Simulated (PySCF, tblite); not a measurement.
# C₅H₅FNO₂ radical: geometry, infrared bands and EPR parameters

Aim: predict the infrared bands and EPR parameters of C₅H₅FNO₂ radical (`[CH2]OC1=C(F)CC(=O)N1`).

The runs use tblite 0.8.0 and PySCF 2.14.0, with density-fitted response routines of our own; the level of theory stands in each step. All values are computed, except where a source is named. Atoms count from 0, in the outputs and in this text.

**1. Starting geometry**

14 atoms, charge 0, multiplicity 2; geometry from: force field or distance geometry start.

Bonds of the start (Å): C0–O1 1.36, O1–C2 1.34, C2–C3 1.36, C3–F4 1.33, C3–C5 1.50, C5–C6 1.52, C6–O7 1.22, C6–N8 1.39, N8–C2 1.36, C0–H9 1.07, C0–H10 1.08, C5–H11 1.09, C5–H12 1.09, N8–H13 1.00.

**2. Relaxing the molecule with GFN2-xTB**

What the job is given:

```
{"job": {"kind": "relax", "xc": "GFN2-xTB", "basis": "xTB"}, "charge": 0, "multiplicity": 2}
C      2.721300    -0.248700     0.252200
O      1.555300    -0.474400     0.918800
C      0.355200    -0.192300     0.386900
C     -0.042300     0.107400    -0.874000
F      0.771200     0.163300    -1.925200
C     -1.525200     0.320200    -0.953200
C     -1.895400     0.093100     0.501300
O     -3.010600     0.154800     0.986300
N     -0.733100    -0.205200     1.199000
H      3.590400    -0.579800     0.779000
H      2.697800     0.339800    -0.647700
H     -2.010400    -0.420700    -1.589600
H     -1.768600     1.343700    -1.239900
H     -0.706300    -0.401800     2.184000
```

Launch:

```console
OMP_NUM_THREADS=1 python probes_run.py task.json out
```

The driver reads the jobs from task.json and runs them one after another.

**Question.** This job is followed by: GFN2-xTB harmonic vibrations, gas phase; UKS B3LYP, pcH-1 on C F H N O, non-relativistic, mean-field spin-orbit, GIAO. What will the session give for the following? strongest single infrared mode (GFN2-xTB); zero-point energy (GFN2-xTB); g(iso) (B3LYP); ⟨S²⟩; largest a(iso) (averaged by class); surface potential, 1st and 99th percentile.

**Answer**, as computed:

```
                                 quantity                  value
strongest single infrared mode (GFN2-xTB)  1807 cm⁻¹, 808 km/mol
             zero-point energy (GFN2-xTB)          58.1 kcal/mol
                           g(iso) (B3LYP)                2.00313
                                     ⟨S²⟩     0.755 (exact 0.75)
       largest a(iso) (averaged by class)    13C on C0, 84.6 MHz
    surface potential, 1st and 99th percentile     -1.78 V and 2.12 V
```

In words: Relaxing lowered the energy by 0.141 eV in 46 steps; the close pair that moved most is C2–N8, from 1.358 to 1.401 Å. All 36 modes are real, so the xTB geometry is a minimum. The strongest single mode, at 1807 cm⁻¹, moves mainly C6 and O7. GFN2-xTB is a fitted tight-binding method: band positions and strengths are rough. Its intensities can rank the bands wrongly. Most of the unpaired spin sits on C0 (0.96 e). The isotropic g lies 0.8 ppt above the free-electron value.
